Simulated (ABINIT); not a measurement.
The system is HfB.

```
CELL_PARAMETERS angstrom
0.00000 2.31000 2.31000
2.31000 0.00000 2.31000
2.31000 2.31000 0.00000
ATOMIC_POSITIONS crystal
Hf 0.50000 0.50000 0.50000
B 0.00000 0.00000 0.00000
```

Base run:

* Program: ABINIT 10.8.3 (patched build)
* Functional: AM05
* Potentials or basis: JTH PAW PBE v2.0
* Cutoff: 626 eV
* k mesh: 10 × 10 × 10
* Occupations: fermi-dirac, width 0.05 eV
* Spin: no spin polarisation

Its results: band gap on the k mesh none (metal or under the smearing width); pressure 23.6 GPa.

Problem. After a change of settings the same cell gave: band gap on the k mesh none (metal or under the smearing width); pressure 25.3 GPa. Which change was it?
A. functional from AM05 to PW91
B. functional from AM05 to WC
C. functional from AM05 to BLYP
D. functional from AM05 to LDA

Solution. B.

Caveats: the PAW data sets were made with another functional, which shifts forces and pressure a little; spin-orbit coupling is left out, which moves the levels of the heavy elements.

Runs at the PBE level aren't shown here.
